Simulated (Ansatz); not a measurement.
# AlH9N2Si: the cost of one run

Program: Ansatz 0.2.0, Gaussian basis. Level of theory: PBE0-D4, def2-SVP first, then def2-TZVP. These are calculated values, not measurements.

153 further runs of the same task are left out: 1 that didn't finish, 152 set aside as unsound or not needed.

### 1 Starting geometry

The guess: 13 atoms, charge 0, spin multiplicity 1.

Atoms are counted from 1 here; the program's logs count them from 0.

Bond lengths: Al1–H2 1.817 Å, Al1–N3 1.784 Å, Al1–N4 1.784 Å, Al1–H5 1.791 Å, Al1–Si6 2.491 Å, Al1–H11 1.724 Å, N3–H7 1.011 Å, N3–H8 1.011 Å, N4–H9 1.011 Å, N4–H10 1.010 Å, Si6–H12 1.482 Å, Si6–H13 1.482 Å. Angles: H2–Al1–N3 97.0°, H2–Al1–N4 96.8°, H2–Al1–H5 34.6°, H2–Al1–Si6 90.0°, H2–Al1–H11 139.3°, N3–Al1–N4 119.6°, N3–Al1–H5 111.7°, N3–Al1–Si6 118.6°, N3–Al1–H11 103.2°, N4–Al1–H5 112.3°, N4–Al1–Si6 119.9°, N4–Al1–H11 103.2°, H5–Al1–Si6 55.5°, H5–Al1–H11 104.7°, Si6–Al1–H11 49.3°, Al1–N3–H7 127.6°, Al1–N3–H8 125.2°, H7–N3–H8 107.2° and more.

As a file:

```mol
AlH9N2Si
  3D, bonds by distance, orders not assigned

 13 12  0  0  0  0  0  0  0  0999 V2000
    0.1427    0.2870    0.2024 Al  0  0
    1.5395   -0.6361    0.9085 H   0  0
    1.1092    1.4968   -0.6838 N   0  0
   -0.6206    0.7311    1.7527 N   0  0
    0.9740   -1.2973    0.2822 H   0  0
   -0.6011   -1.7603   -1.0058 Si  0  0
    1.4789    1.4243   -1.6221 H   0  0
    1.3692    2.4070   -0.3293 H   0  0
   -1.2796    0.1900    2.2952 H   0  0
   -0.4813    1.6060    2.2386 H   0  0
   -1.2061    0.0225   -0.8385 H   0  0
   -0.5887   -1.9419   -2.4761 H   0  0
   -1.8360   -2.5291   -0.7240 H   0  0
  1  2  8  0
  1  3  8  0
  1  4  8  0
  1  5  8  0
  1  6  8  0
  1 11  8  0
  3  7  8  0
  3  8  8  0
  4  9  8  0
  4 10  8  0
  6 12  8  0
  6 13  8  0
M  END
```

Distances that are to change: Al1–Si6 2.49 Å, H2–H5 1.07 Å, Al1–H2 1.82 Å, H5–Si6 2.09 Å.

### 2 Constrained relaxation of the guess

Contents of hold/in.yaml:

```yaml
crystal:
  periodic: [false, false, false]
  atoms:
    - {symbol: Al, position_ang: [0.142700, 0.287000, 0.202400]}
    - {symbol: H, position_ang: [1.539500, -0.636100, 0.908500]}
    - {symbol: N, position_ang: [1.109200, 1.496800, -0.683800]}
    - {symbol: N, position_ang: [-0.620600, 0.731100, 1.752700]}
    - {symbol: H, position_ang: [0.974000, -1.297300, 0.282200]}
    - {symbol: Si, position_ang: [-0.601100, -1.760300, -1.005800]}
    - {symbol: H, position_ang: [1.478900, 1.424300, -1.622100]}
    - {symbol: H, position_ang: [1.369200, 2.407000, -0.329300]}
    - {symbol: H, position_ang: [-1.279600, 0.190000, 2.295200]}
    - {symbol: H, position_ang: [-0.481300, 1.606000, 2.238600]}
    - {symbol: H, position_ang: [-1.206100, 0.022500, -0.838500]}
    - {symbol: H, position_ang: [-0.588700, -1.941900, -2.476100]}
    - {symbol: H, position_ang: [-1.836000, -2.529100, -0.724000]}
basis:
  gaussian: {orbitals: def2-SVP}
hamiltonian: {xc: pbe0, dispersion: d4}
relax: {f_tol: 0.04, max_steps: 150, escape_saddle: false, constraints: [{distance: [0, 5]}, {distance: [1, 4]}, {distance: [0, 1]}, {distance: [4, 5]}]}
```

Command:

```sh
ansatz run in.yaml --threads 4 --pin off --events-out ev --progress --plain --max-ram 9574MiB
```

**Question.** How long does this run take on 4 threads of AMD EPYC, shared host?

About 2.5 min.
